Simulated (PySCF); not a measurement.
# SeSBr2: singlet, from a PBE minimum start

Where does singlet SeSBr2 go from a PBE minimum start, is the end point a minimum, and what are its modes, charges and moments?

Program: PySCF 2.14.0. Level of theory: PBE, basis Se def2-SVP, S def2-SVP, Br def2-SVP, no relativity, density fitting. These are calculated values, not measurements.

**1. Where the work starts**

4 atoms, charge 0, spin multiplicity 1.

Bond lengths: Se1–S2 2.046 Å, Se1–Br3 2.471 Å, Se1–Br4 2.471 Å. Angles: S2–Se1–Br3 109.5°, S2–Se1–Br4 109.5°, Br3–Se1–Br4 99.4°.

```xyz
4
charge 0 multiplicity 1
Se    0.0000   -0.8364    0.0000
S    -1.9592   -1.4258    0.0000
Br    0.3969    0.7123    1.8838
Br    0.3969    0.7123   -1.8838
```

**2. The SCF at the typed geometry**

One driver script runs all steps and calls PySCF; scf.py shows how it sets up the SCF of each step. The optimiser is the driver's own. After this first run the driver tries any further starts and a stability analysis.

scf.py

```python
from pyscf import gto, scf, dft
mol = gto.M(atom='''
Se     0.000000    -0.836400    -0.000000
S     -1.959240    -1.425830    -0.000000
Br     0.396870     0.712310     1.883760
Br     0.396870     0.712310    -1.883760''',
    basis={'Se': 'def2-SVP', 'S': 'def2-SVP', 'Br': 'def2-SVP'},
    charge=0, spin=0)
mf = dft.RKS(mol, xc='PBE')
mf.grids.atom_grid = (50, 194)
aux = {'Se': 'def2-universal-JKFIT', 'S': 'def2-universal-JKFIT', 'Br': 'def2-universal-JKFIT'}
mf = mf.density_fit(auxbasis=aux)
mf.conv_tol = 1e-08
mf.diis_space = 10
mf.max_cycle = 60
mf.init_guess = 'minao'
mf.verbose = 4
mf.kernel()
```

On the command line:

```
> OMP_NUM_THREADS=4 python axn.py task.json out
```

Log:

```text
init E= -7943.05112919349
  HOMO = -0.269940810126741  LUMO = -0.164722504553656  gap/eV = 2.86314
cycle= 1 E= -7945.65449093228  delta_E= -2.6  |g|= 0.583  |ddm|= 2.61
  HOMO = -0.241759300649678  LUMO = -0.186040475678338  gap/eV = 1.51619
cycle= 2 E= -7944.56395195807  delta_E= 1.09  |g|= 1.87  |ddm|= 2.89
  HOMO = -0.220832633883076  LUMO = -0.166885535046229  gap/eV = 1.46798
cycle= 3 E= -7945.50873516372  delta_E= -0.945  |g|= 0.726  |ddm|= 3.06
  HOMO = -0.246249046516135  LUMO = -0.164241496893985  gap/eV = 2.23154
cycle= 4 E= -7945.73917302663  delta_E= -0.23  |g|= 0.127  |ddm|= 1.46
  HOMO = -0.250791828317923  LUMO = -0.169578149609701  gap/eV = 2.20994
cycle= 5 E= -7945.74234486271  delta_E= -0.00317  |g|= 0.0541  |ddm|= 0.156
  HOMO = -0.251514384847645  LUMO = -0.16929065143904  gap/eV = 2.23742
cycle= 6 E= -7945.74328172522  delta_E= -0.000937  |g|= 0.00864  |ddm|= 0.0634
  HOMO = -0.251359766863736  LUMO = -0.169088045228944  gap/eV = 2.23873
cycle= 7 E= -7945.74330143197  delta_E= -1.97e-05  |g|= 0.00361  |ddm|= 0.0148
  HOMO = -0.251362811201607  LUMO = -0.16899269407909  gap/eV = 2.24141
cycle= 8 E= -7945.74330589815  delta_E= -4.47e-06  |g|= 0.000463  |ddm|= 0.0048
  HOMO = -0.251399660530343  LUMO = -0.169033091552176  gap/eV = 2.24131
cycle= 9 E= -7945.74330596647  delta_E= -6.83e-08  |g|= 0.000102  |ddm|= 0.000869
  HOMO = -0.251401800561221  LUMO = -0.169035483454796  gap/eV = 2.24130
cycle= 10 E= -7945.74330597012  delta_E= -3.65e-09  |g|= 2e-05  |ddm|= 0.000161
  HOMO = -0.251399772419277  LUMO = -0.16903197828655  gap/eV = 2.24134
Extra cycle  E= -7945.74330596938  delta_E= 7.4e-10  |g|= 5.06e-05  |ddm|= 9.29e-05
converged SCF energy = -7945.74330596938
```

This step, with its further starts and checks, took 16 s on 4 threads of Arm Neoverse N1, shared host.

The test of internal stability found no lower closed-shell solution.

**3. Relaxing the singlet from the PBE minimum start**

The program finds Cs symmetry in the start, which this walk keeps. The walk stops when the largest gradient is under 0.0003 Eh/bohr and the energy has settled too.

scf.py, as its differences from that of step 2:

```diff
@@ -3,4 +3,4 @@
-Se     0.000000    -0.836400    -0.000000
-S     -1.959240    -1.425830    -0.000000
-Br     0.396870     0.712310     1.883760
-Br     0.396870     0.712310    -1.883760''',
+Se     0.000001    -0.836399     0.000000
+S     -1.959239    -1.425829     0.000000
+Br     0.396871     0.712311     1.883760
+Br     0.396871     0.712311    -1.883760''',
@@ -16 +15,0 @@
-mf.init_guess = 'minao'
```

Energy and gradient, step by step:

```csv
step,energy (Eh),change (kJ/mol),largest symmetric gradient (Eh/bohr)
0,-7945.743306,0.00,0.00054
1,-7945.743311,-0.01,0.00019
2,-7945.743313,-0.02,0.00019
```

The walk took 9.6 s.

Positions (Å) and forces (eV/Å) along the way:

```
step 0
Se   0.000  -0.836   0.000   0.007   0.027   0.000
S   -1.959  -1.426   0.000  -0.005   0.001   0.000
Br   0.397   0.712   1.884  -0.001  -0.014   0.007
Br   0.397   0.712  -1.884  -0.001  -0.014  -0.007
step 1
Se   0.000  -0.833   0.000   0.009   0.004   0.000
S   -1.959  -1.426   0.000  -0.005   0.005   0.000
Br   0.397   0.711   1.887  -0.002  -0.005   0.009
Br   0.397   0.711  -1.887  -0.002  -0.005  -0.009
step 2
Se   0.001  -0.830   0.000  -0.005  -0.011   0.000
S   -1.957  -1.424   0.000   0.004   0.007   0.000
Br   0.395   0.708   1.891   0.001   0.002   0.007
Br   0.395   0.708  -1.891   0.001   0.002  -0.007
```

It settles in Cs symmetry, 0.0 kJ/mol below the start, after 2 steps: Se–Br 2.469 Å (×2), Se–S 2.047 Å; Br–Se–Br 99.9°, Br–Se–S 109.5° (×2).

**4. Is it a minimum? Harmonic modes**

On the finer grid the gradient is checked again; gradients at displacements of ±0.02 bohr then give force constants and infrared intensities.

scf.py, as its differences from that of step 3:

```diff
@@ -3,4 +3,4 @@
-Se     0.000001    -0.836399     0.000000
-S     -1.959239    -1.425829     0.000000
-Br     0.396871     0.712311     1.883760
-Br     0.396871     0.712311    -1.883760''',
+Se    -0.000672    -0.837179     0.000000
+S     -1.959930    -1.427021     0.000000
+Br     0.398216     0.713764     1.881284
+Br     0.398216     0.713764    -1.881284''',
@@ -10 +10 @@
-mf.grids.atom_grid = (50, 194)
+mf.grids.atom_grid = (75, 302)
@@ -13 +13 @@
-mf.conv_tol = 1e-08
+mf.conv_tol = 1e-10
```

This SCF starts from the last density.

Log of the central SCF (cycles and frontier levels):

```text
init E= -7945.74351020786
  HOMO = -0.251384190520556  LUMO = -0.168945004821794  gap/eV = 2.24328
cycle= 1 E= -7945.74351020784  delta_E= 1.46e-11  |g|= 2.77e-06  |ddm|= 5.78e-06
  HOMO = -0.251384533479137  LUMO = -0.168945358637862  gap/eV = 2.24328
Extra cycle  E= -7945.74351020782  delta_E= 2.55e-11  |g|= 8.84e-06  |ddm|= 1.91e-05
converged SCF energy = -7945.74351020782
```

The whole step took 85 s.

Geometry: Cs; Se–Br 2.471 Å (×2), Se–S 2.046 Å; Br–Se–Br 99.2°, Br–Se–S 109.6° (×2).

Modes, for the most abundant isotopes:

```
symmetry  ω (cm⁻¹)  IR (km/mol)  μ (u)
      a'        74          0.1  74.44
     a''       117          1.2  41.04
      a'       143          2.2  47.81
     a''       223         49.3  76.11
      a'       230         21.2  76.45
      a'       537         45.7  38.69
```

All wavenumbers are real: a minimum.

Properties at this point:

```yaml
Dipole_moment: 1.37 D
Highest_occupied_level: -6.84 eV
Lowest_empty_level: -4.60 eV
Rotational_constants: 0.04825, 0.02827, 0.01937 cm⁻¹
Zero-point_energy: 7.9 kJ/mol
Principal_polarisabilities: 45.4, 101.2, 107.4 bohr³
Atomisation_energy_without_zero-point_energy: 783 kJ/mol
Principal_traceless_quadrupole_moments_about_the_centre_of_mass: -2.08, -0.22, 2.31 D Å
Entropy_at_298.15_K_and_1_bar: 366.3 J/(mol K)
Heat_capacity_Cp_at_298.15_K: 77.5 J/(mol K)
Enthalpy_at_298.15_K_above_0_K: 18.80 kJ/mol
Rotational_symmetry_number: 1
```

Charges (e) and bond orders:

```
 atom  Mulliken  Löwdin  polar tensor  Mayer order to Se1
  Se1      0.38    0.34          1.19                   –
   S2     -0.09   -0.07         -0.30                1.72
Br3,4     -0.15   -0.14         -0.44                0.79
```

Outer orbital energies (eV). occupied: -10.81, -9.92, -7.64, -7.53, -7.20, -7.19, -6.89, -6.84; empty: -4.60, -4.11, -1.85, 4.87.

Mulliken populations on Se1: s 7.89, p 15.49, d 10.25.

**5. Would spin polarisation lower it?**

At the lowest minimum the closed shell is tested against spin polarisation, on the (50, 194) grid. It is stable.

**6. Outcome**

```
                                 quantity                                                                  value
                                  minimum                                                            singlet, Cs
                                 geometry  Se–Br 2.471 Å (×2), Se–S 2.046 Å; Br–Se–Br 99.2°, Br–Se–S 109.6° (×2)
                       wavenumbers (cm⁻¹)            74 (a'), 117 (a''), 143 (a'), 223 (a''), 230 (a'), 537 (a')
                            dipole moment                                                                 1.37 D
     highest occupied, lowest empty level                                                        -6.84, -4.60 eV
               polar-tensor charge of Se1                                                                +1.19 e
                        zero-point energy                                                             7.9 kJ/mol
                      entropy at 298.15 K                                                        366.3 J/(mol K)
atomisation energy (no zero-point energy)                                                             783 kJ/mol
```

In words: The PBE minimum start keeps its Cs symmetry and ends in a minimum. The strongest infrared band lies at 223 cm⁻¹ (a'', mixed). Only this shape and spin were tried, so other structures or states may lie lower.

The search up to here took 1.9 min on 4 threads of Arm Neoverse N1, shared host.
